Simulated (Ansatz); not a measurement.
# CH₇NSiSn: one species, many methods

How much do the methods differ for CH₇NSiSn? The plan is to run it at one geometry with functionals of several rungs and with coupled cluster, and see how far each lands from CCSD(T) at the basis-set limit for the atomisation energy.

Computed with Ansatz 0.2.0, Gaussian basis. Level: functionals in def2-TZVPP, the program's frozen cores in correlated methods.

Levels to be run: PBE-D4, r2SCAN-D4, PBE0-D4, B3LYP-D4, ωB97X-V, ωB97M-V, B2PLYP; CCSD(T)/def2-TZVPP; MP2/def2-QZVPP; extrapolation to the limit.

### 1 Structure used throughout

All runs share one geometry, relaxed beforehand with PBE0-D4 in a triple-zeta def2 set. Sn takes the def2 core potential; no spin-orbit term is included.

SMILES `[CH2]1[SiH2][NH][SnH2]1`, 11 atoms, charge 0, spin multiplicity 1.

Atoms are counted from 1 here; the program's logs count them from 0.

Bond lengths: C1–Si2 1.890 Å, C1–Sn4 2.156 Å, C1–H5 1.090 Å, C1–H6 1.090 Å, Si2–N3 1.720 Å, Si2–H7 1.494 Å, Si2–H8 1.494 Å, N3–Sn4 2.042 Å, N3–H9 1.005 Å, Sn4–H10 1.711 Å, Sn4–H11 1.711 Å. Angles: Si2–C1–Sn4 88.8°, Si2–C1–H5 115.5°, Si2–C1–H6 115.5°, Sn4–C1–H5 113.3°, Sn4–C1–H6 113.3°, H5–C1–H6 109.1°, C1–Si2–N3 94.9°, C1–Si2–H7 112.8°, C1–Si2–H8 112.9°, N3–Si2–H7 114.9°, N3–Si2–H8 114.9°, H7–Si2–H8 106.4°, Si2–N3–Sn4 97.6°, Si2–N3–H9 130.2°, Sn4–N3–H9 132.1°, C1–Sn4–N3 78.6°, C1–Sn4–H10 118.9°, C1–Sn4–H11 118.9° and more.

Geometry (Å):

```
C    -1.0282    0.6419   -0.3698
Si    0.8363    0.9371   -0.4685
N     1.2589   -0.5323    0.3192
Sn   -0.6350   -1.2299    0.6260
H    -1.5366    0.5236   -1.3265
H    -1.5841    1.3494    0.2454
H     1.3298    1.0634   -1.8729
H     1.2656    2.1788    0.2427
H     2.1620   -0.9106    0.5458
H    -0.9627   -2.6914   -0.2020
H    -1.0406   -1.3871    2.2813
```

### 2 PBE-D4 (GGA)

The input, in.yaml:

```yaml
crystal:
  periodic: [false, false, false]
  atoms:
    - {symbol: C, position_ang: [-1.028200, 0.641927, -0.369790]}
    - {symbol: Si, position_ang: [0.836287, 0.937117, -0.468465]}
    - {symbol: N, position_ang: [1.258934, -0.532264, 0.319161]}
    - {symbol: Sn, position_ang: [-0.635018, -1.229888, 0.626032]}
    - {symbol: H, position_ang: [-1.536641, 0.523593, -1.326524]}
    - {symbol: H, position_ang: [-1.584099, 1.349358, 0.245366]}
    - {symbol: H, position_ang: [1.329831, 1.063416, -1.872879]}
    - {symbol: H, position_ang: [1.265649, 2.178804, 0.242664]}
    - {symbol: H, position_ang: [2.161952, -0.910596, 0.545779]}
    - {symbol: H, position_ang: [-0.962698, -2.691392, -0.202019]}
    - {symbol: H, position_ang: [-1.040599, -1.387075, 2.281274]}
basis:
  gaussian: {orbitals: def2-TZVPP}
hamiltonian: {xc: pbe, dispersion: d4}
output: {forces: true, orbitals: {seedname: orbitals}}
```

Started as:

```sh
$ ansatz run in.yaml --threads 4 --pin off --events-out ev --progress --plain --max-ram 10444MiB
```

The runs that follow: r2SCAN-D4 (meta-GGA); PBE0-D4 (hybrid); B3LYP-D4 (hybrid); ωB97X-V (range-separated); ωB97M-V (range-separated); B2PLYP (double hybrid); CCSD(T) in def2-TZVPP; MP2 in def2-QZVPP.

Before running them: what should the planned runs give, taken together? Wanted: atomisation energy, CCSD(T)/CBS; farthest; mean size of error, hybrid; mean size of error, range-separated; gap, smallest and largest; T1 diagnostic; triples share of the correlation energy.

**Answer**, as computed:

| quantity | value |
| --- | --- |
| atomisation energy, CCSD(T)/CBS | 3533.1 kJ/mol |
| functionals within 35.3 kJ/mol (1.0 %) | PBE-D4, B3LYP-D4, ωB97X-V, ωB97M-V |
| farthest | B2PLYP (-78.8 kJ/mol) |
| mean size of error, hybrid | 41.6 kJ/mol |
| mean size of error, range-separated | 12.0 kJ/mol |
| gap, smallest and largest | 4.12 eV (PBE-D4), 10.34 eV (ωB97X-V) |
| T1 diagnostic | 0.0124 |
| triples share of the correlation energy | 3.6 % |

In words: PBE-D4 is off by -9.8 kJ/mol. Double hybrids carry the basis error of their MP2 part in triple zeta, and no dispersion term here, so their miss is partly the set-up's. Misses under about 35.3 kJ/mol are within the doubt on the reference itself, which lacks core-valence correlation, spin-orbit coupling and higher excitations, and its outer-core shells are covered unevenly. All levels share the lack of spin-orbit coupling, which lowers the free heavy atoms and so the true binding. Hartree-Fock recovers 70 % of the binding; the rest is correlation. Orbital gaps span 4.1 to 10.3 eV; exact exchange widens them. Correlated methods include outer-core shells of Sn, which these sets cover unevenly.
